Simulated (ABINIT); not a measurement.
# PtSe (Fm-3m) in ABINIT: single point with PBE

Aim: the single point of PtSe with PBE.

Everything below comes from runs of ABINIT 10.8.3 (patched build). Logs are shortened: lines on timing, memory, paths and dates and some standing lists are left out, and cuts for length are marked. The log counts tension as positive stress, the text compression.

### 1 Starting point

It takes space group Fm-3m (No. 225, cubic). The conventional cell has a = 5.597 Å, b = 5.597 Å, c = 5.597 Å, α = 90.00°, β = 90.00°, γ = 90.00°. Around Pt (site symmetry m-3m) lie 6 Se at 2.80 Å. Se (site symmetry m-3m) is surrounded by 6 Pt at 2.80 Å.

The cell comes from a database or a generator and needn't be the stable form of this composition.

### 2 Single point, PBE

Input file run.abi:

```
pp_dirpath "./"
pseudos "Pt.upf, Se.upf"

acell 3*1.0 Angstrom
rprim
     0.0000000000     2.7984111300     2.7984111300
     2.7984111300     0.0000000000     2.7984111300
     2.7984111300     2.7984111300     0.0000000000
ntypat 2
znucl 78 34
natom 2
typat 1 2
xcart
     2.7984111300     2.7984111300     2.7984111300
     0.0000000000     0.0000000000     0.0000000000 Angstrom

ecut 40.0

kptopt 1
ngkpt 6 6 6
nshiftk 1
shiftk 0.0 0.0 0.0

ixc 11

nband 21
occopt 3
tsmear 0.00183747

nstep 100
tolvrs 1.0e-10

iomode 3
prtwf 0
prtden 0
prteig 0
prtebands 0
enunit 1
```

Potentials or basis: PseudoDojo NC SR PBE v0.4.1 standard.

Command:

```bash
mpirun --bind-to none -np 4 abinit run.abi > log 2>&1
```

run.abo:

```text
.Version 10.8.3 of ABINIT
 Symmetries : space group Fm -3 m (#225); Bravais cF (face-center cubic)
================================================================================
 Values of the parameters that define the memory need of the present run
     intxc =       0    ionmov =       0      iscf =       7    lmnmax =       8
     lnmax =       8     mgfft =      45  mpssoang =       4    mqgrid =    3001
     natom =       2  nloc_mem =       1    nspden =       1   nspinor =       1
    nsppol =       1      nsym =      48    n1xccc =    2501    ntypat =       2
    occopt =       3   xclevel =       2
       mpw =        3593          nfft =       91125          nkpt =          16
================================================================================
================================================================================

--------------------------------------------------------------------------------
------------- Echo of variables that govern the present computation ------------
--------------------------------------------------------------------------------
 -outvars: echo values of preprocessed input variables --------
            acell      1.8897261259E+00  1.8897261259E+00  1.8897261259E+00 Bohr
              amu      1.95080000E+02  7.89600000E+01
             ecut      4.00000000E+01 Hartree
           enunit           1
              ixc          11
         kptrlatt        6    0    0      0    6    0      0    0    6
          kptrlen      4.48721248E+01
            natom           2
            nband          21
            ngfft          45      45      45
             nkpt          16
            nstep         100
             nsym          48
           ntypat           2
           occopt           3
           prtden           0
        prtebands           0
           prteig           0
            prtwf           0
            rprim      0.0000000000E+00  2.7984111300E+00  2.7984111300E+00
                       2.7984111300E+00  0.0000000000E+00  2.7984111300E+00
                       2.7984111300E+00  2.7984111300E+00  0.0000000000E+00
          spgroup         225
           tolvrs      1.00000000E-10
           tsmear      1.83747000E-03 Hartree
            typat      1  2
           xangst      2.7984111300E+00  2.7984111300E+00  2.7984111300E+00
                       0.0000000000E+00  0.0000000000E+00  0.0000000000E+00
            xcart      5.2882306234E+00  5.2882306234E+00  5.2882306234E+00
                       0.0000000000E+00  0.0000000000E+00  0.0000000000E+00
             xred      5.0000000000E-01  5.0000000000E-01  5.0000000000E-01
                       0.0000000000E+00  0.0000000000E+00  0.0000000000E+00
            znucl       78.00000   34.00000

================================================================================

 chkinp: Checking input parameters for consistency.

================================================================================
== DATASET  1 ==================================================================

--- !DatasetInfo
iteration_state: {dtset: 1, }
dimensions: {natom: 2, nkpt: 16, mband: 21, nsppol: 1, nspinor: 1, nspden: 1, mpw: 3593, }
cutoff_energies: {ecut:  40.0, pawecutdg:  -1.0, }
electrons: {nelect:   3.40000000E+01, charge:   0.00000000E+00, occopt:   3.00000000E+00, tsmear:   1.83747000E-03, }
meta: {optdriver: 0, ionmov: 0, optcell: 0, iscf: 7, paral_kgb: 0, }
...

 Exchange-correlation functional for the present dataset will be:
  GGA: Perdew-Burke-Ernzerhof functional - ixc=11
  J.P.Perdew, K.Burke, M.Ernzerhof, PRL 77, 3865 (1996)

 Real(R)+Recip(G) space primitive vectors, cartesian coordinates (Bohr,Bohr^-1):
 R(1)=  0.0000000  5.2882306  5.2882306  G(1)= -0.0945496  0.0945496  0.0945496
 R(2)=  5.2882306  0.0000000  5.2882306  G(2)=  0.0945496 -0.0945496  0.0945496
 R(3)=  5.2882306  5.2882306  0.0000000  G(3)=  0.0945496  0.0945496 -0.0945496
 Unit cell volume ucvol=  2.9577479E+02 bohr^3
 Angles (23,13,12)=  6.00000000E+01  6.00000000E+01  6.00000000E+01 degrees

 getcut: wavevector=  0.0000  0.0000  0.0000  ngfft=  45  45  45
         ecut(hartree)=     40.000   => boxcut(ratio)=   2.06648

--- Pseudopotential description ------------------------------------------------
- pspini: atom type   1  psp file is ./Pt.upf
12 -101130 3 -1 1374                          pspcod,pspxc,lmax,lloc,mmax
     nproj     2     2     2     2

- pspini: atom type   2  psp file is ./Se.upf
12 -101130 2 -1 1214                          pspcod,pspxc,lmax,lloc,mmax
     nproj     2     2     2     0

   1.90649535E+03                                ecore*ucvol(ha*bohr**3)
--------------------------------------------------------------------------------

================================================================================

--- !BeginCycle
iteration_state: {dtset: 1, }
solver: {iscf: 7, nstep: 100, nline: 4, wfoptalg: 0, }
tolerances: {tolvrs: 1.00E-10, }
...

     iter   Etot(hartree)      deltaE(h)  residm     vres2
 ETOT  1  -251.13385492250    -2.511E+02 1.907E+00 4.657E+02
 ETOT  2  -251.55579600051    -4.219E-01 3.689E-02 1.971E+03
 ETOT  3  -251.80601693015    -2.502E-01 4.401E-03 6.513E+01
 ETOT  4  -251.81452513015    -8.508E-03 3.574E-02 5.186E+00
 ETOT  5  -251.81519070129    -6.656E-04 3.943E-03 3.061E-01
 ETOT  6  -251.81522952873    -3.883E-05 2.768E-03 8.922E-03
 ETOT  7  -251.81523043850    -9.098E-07 1.569E-03 2.340E-03
 ETOT  8  -251.81523075136    -3.129E-07 8.241E-04 3.079E-06
 ETOT  9  -251.81523075187    -5.163E-10 4.203E-04 6.026E-10
 ETOT 10  -251.81523075189    -1.640E-11 5.866E-04 1.351E-10
 ETOT 11  -251.81523075185     3.871E-11 1.012E-04 1.059E-12

 At SCF step   11       vres2   =  1.06E-12 < tolvrs=  1.00E-10 =>converged.

 Cartesian components of stress tensor (hartree/bohr^3)
  sigma(1 1)=  4.92398242E-04  sigma(3 2)=  0.00000000E+00
  sigma(2 2)=  4.92398242E-04  sigma(3 1)=  0.00000000E+00
  sigma(3 3)=  4.92398242E-04  sigma(2 1)=  0.00000000E+00

--- !ResultsGS
iteration_state: {dtset: 1, }
comment   : Summary of ground state results
lattice_vectors:
- [  0.0000000,   5.2882306,   5.2882306, ]
- [  5.2882306,   0.0000000,   5.2882306, ]
- [  5.2882306,   5.2882306,   0.0000000, ]
lattice_lengths: [   7.47869,    7.47869,    7.47869, ]
lattice_angles: [ 60.000,  60.000,  60.000, ] # degrees, (23, 13, 12)
lattice_volume:   2.9577479E+02
convergence: {deltae:  3.871E-11, res2:  1.059E-12, residm:  1.012E-04, diffor: null, }
etotal    :  -2.51815231E+02
entropy   :   0.00000000E+00
fermie    :   2.63566859E-01
cartesian_stress_tensor: # hartree/bohr^3
- [  4.92398242E-04,   0.00000000E+00,   0.00000000E+00, ]
- [  0.00000000E+00,   4.92398242E-04,   0.00000000E+00, ]
- [  0.00000000E+00,   0.00000000E+00,   4.92398242E-04, ]
pressure_GPa:  -1.4487E+01
xred      :
- [  5.0000E-01,   5.0000E-01,   5.0000E-01, Pt]
- [  0.0000E+00,   0.0000E+00,   0.0000E+00, Se]
cartesian_forces: # hartree/bohr
- [ -0.00000000E+00,  -0.00000000E+00,  -0.00000000E+00, ]
- [ -0.00000000E+00,  -0.00000000E+00,  -0.00000000E+00, ]
force_length_stats: {min:   0.00000000E+00, max:   0.00000000E+00, mean:   0.00000000E+00, }
...

 Integrated electronic density in atomic spheres:
 ------------------------------------------------
 Atom  Sphere_radius  Integrated_density
    1        2.00000         14.49372323
    2        2.00000         13.04290355
================================================================================

 ----iterations are completed or convergence reached----

 Mean square residual over all n,k,spin=   92.760E-08; max=  10.124E-05
 reduced coordinates (array xred) for    2 atoms
       0.500000000000      0.500000000000      0.500000000000
       0.000000000000      0.000000000000      0.000000000000
 rms dE/dt=  0.0000E+00; max dE/dt=  0.0000E+00; dE/dt below (all hartree)
    1       0.000000000000      0.000000000000      0.000000000000
    2       0.000000000000      0.000000000000      0.000000000000

 cartesian coordinates (angstrom) at end:
    1      2.79841113000000     2.79841113000000     2.79841113000000
    2      0.00000000000000     0.00000000000000     0.00000000000000

 cartesian forces (hartree/bohr) at end:
    1     -0.00000000000000    -0.00000000000000    -0.00000000000000
    2     -0.00000000000000    -0.00000000000000    -0.00000000000000
 frms,max,avg= 0.0000000E+00 0.0000000E+00   0.000E+00  0.000E+00  0.000E+00 h/b

 cartesian forces (eV/Angstrom) at end:
    1     -0.00000000000000    -0.00000000000000    -0.00000000000000
    2     -0.00000000000000    -0.00000000000000    -0.00000000000000
 frms,max,avg= 0.0000000E+00 0.0000000E+00   0.000E+00  0.000E+00  0.000E+00 e/A
 length scales=  1.889726125908  1.889726125908  1.889726125908 bohr
              =  1.000000000000  1.000000000000  1.000000000000 angstroms
 Fermi (or HOMO) energy (eV) =   7.17202   Average Vxc (eV)= -11.37587
 Eigenvalues (   eV  ) for nkpt=  16  k points:
 kpt#   1, nband= 21, wtk=  0.00463, kpt=  0.0000  0.0000  0.0000 (reduced coord)
 -90.38307  -44.53672  -44.53672  -44.53672  -41.17390  -41.17390  -41.17390  -41.16812
 -41.16812   -6.74214    4.89782    4.89782    4.94481    4.94481    4.94481    6.04679
   6.04679    6.04679    7.71281   17.47264   18.10332
 prteigrs : prtvol=0 or 1, do not print more k-points.

--- !EnergyTerms
iteration_state     : {dtset: 1, }
comment             : Components of total free energy in Hartree
kinetic             :  1.15719200065809E+02
hartree             :  5.92522367718453E+01
xc                  : -4.78874958284108E+01
Ewald energy        : -1.55387802591226E+02
psp_core            :  6.44576687402429E+00
local_psp           : -1.84691914003736E+02
non_local_psp       : -4.52643580842147E+01
internal            : -2.51814366795909E+02
'-kT*entropy'       : -8.63955940064170E-04
total_energy        : -2.51815230751849E+02
total_energy_eV     : -6.85224150660941E+03
band_energy         : -2.96460325761260E+01
...

 Cartesian components of stress tensor (hartree/bohr^3)
  sigma(1 1)=  4.92398242E-04  sigma(3 2)=  0.00000000E+00
  sigma(2 2)=  4.92398242E-04  sigma(3 1)=  0.00000000E+00
  sigma(3 3)=  4.92398242E-04  sigma(2 1)=  0.00000000E+00

-Cartesian components of stress tensor (GPa)         [Pressure= -1.4487E+01 GPa]
- sigma(1 1)=  1.44868564E+01  sigma(3 2)=  0.00000000E+00
- sigma(2 2)=  1.44868564E+01  sigma(3 1)=  0.00000000E+00
- sigma(3 3)=  1.44868564E+01  sigma(2 1)=  0.00000000E+00

== END DATASET(S) ==============================================================
================================================================================

 -outvars: echo values of variables after computation  --------
            acell      1.8897261259E+00  1.8897261259E+00  1.8897261259E+00 Bohr
           etotal     -2.5181523075E+02
            fcart     -0.0000000000E+00 -0.0000000000E+00 -0.0000000000E+00
                      -0.0000000000E+00 -0.0000000000E+00 -0.0000000000E+00
            rprim      0.0000000000E+00  2.7984111300E+00  2.7984111300E+00
                       2.7984111300E+00  0.0000000000E+00  2.7984111300E+00
                       2.7984111300E+00  2.7984111300E+00  0.0000000000E+00
           strten      4.9239824190E-04  4.9239824190E-04  4.9239824190E-04
                       0.0000000000E+00  0.0000000000E+00  0.0000000000E+00
           xangst      2.7984111300E+00  2.7984111300E+00  2.7984111300E+00
                       0.0000000000E+00  0.0000000000E+00  0.0000000000E+00
             xred      5.0000000000E-01  5.0000000000E-01  5.0000000000E-01
                       0.0000000000E+00  0.0000000000E+00  0.0000000000E+00
 Calculation completed.
```

Wall time 13 s (4 MPI ranks of Arm Neoverse V2, shared host); peak memory 0.32 GiB.

What came out:

| Item | Value |
| --- | --- |
| Free energy | -6852.2415 eV |
| Pressure | -14.5 GPa |
| Band gap on the k mesh | none (metal or under the smearing width) |
| Valence electrons inside the program's atomic spheres | Pt 14.49; Se 13.04 |

The run has no spin-orbit coupling, so splittings on Pt are missing.
